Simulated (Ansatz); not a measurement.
# KAlAs3: the cost of one run

Computed with Ansatz 0.2.0 (DFT PBE, scalar-relativistic, plane waves, PAW, unless a step's input says otherwise).

### 1 Starting point

The structure is cubic, space group Pm-3m (No. 221). Conventional cell: a = 4.764 Å, b = 4.764 Å, c = 4.764 Å, α = 90.00°, β = 90.00°, γ = 90.00°. K (site symmetry m-3m) has 12 As at 3.37 Å in its first shell of neighbours. Around Al (site symmetry m-3m) lie 6 As at 2.38 Å. As (site symmetry 4/mmm) has 2 Al at 2.38 Å and 4 K at 3.37 Å in its first shell of neighbours.

Structure file:

```cif
data_structure
_symmetry_space_group_name_H-M 'P 1'
_symmetry_Int_Tables_number 1
_cell_length_a 4.7642
_cell_length_b 4.7642
_cell_length_c 4.7642
_cell_angle_alpha 90.000
_cell_angle_beta 90.000
_cell_angle_gamma 90.000
_cell_volume 108.14
loop_
_atom_site_label
_atom_site_type_symbol
_atom_site_fract_x
_atom_site_fract_y
_atom_site_fract_z
_atom_site_occupancy
K1 K 0.00000 0.00000 0.00000 1
Al1 Al 0.50000 0.50000 0.50000 1
As1 As 0.00000 0.50000 0.50000 1
As2 As 0.50000 0.00000 0.50000 1
As3 As 0.50000 0.50000 0.00000 1
```

(A quick probe on a coarse mesh, which set the mesh and smearing, is not shown.)

### 3 A loose first relaxation

input.yaml

```yaml
crystal:
  lattice:
    - [4.7642051674, 0.0, 0.0]
    - [0.0, 4.7642051674, 0.0]
    - [0.0, 0.0, 4.7642051674]
  atoms:
    - { symbol: K, position: [0.0, 0.0, 0.0] }
    - { symbol: Al, position: [0.5, 0.5, 0.5] }
    - { symbol: As, position: [0.0, 0.5, 0.5] }
    - { symbol: As, position: [0.5, 0.0, 0.5] }
    - { symbol: As, position: [0.5, 0.5, 0.0] }
basis:
  ecutwfc: 420
kpoints:
  mp_grid: { grid: [4, 4, 4] }
hamiltonian:
  xc: pbe
scf:
  occupations: { method: gaussian, width: 0.1 }
  lower_state_search: "off"
output:
  forces: true
  stress: true
  eigenvalues: true
relax:
  adjacent_minimum: "off"
  f_tol: 0.04
  max_steps: 70
  cell: { stress_tol: 0.4 }
```

On the command line:

```console
$ ansatz run input.yaml --threads 1 --pin off --max-ram 2560MiB --backend cpu --events-out ev --progress --plain --runs-dir out
```

Q: Estimate wall time and peak memory on 1 thread of Oxide Virtual Turin-like (Zen 5), shared host.

About 15 s, with a peak of 0.44 GiB.
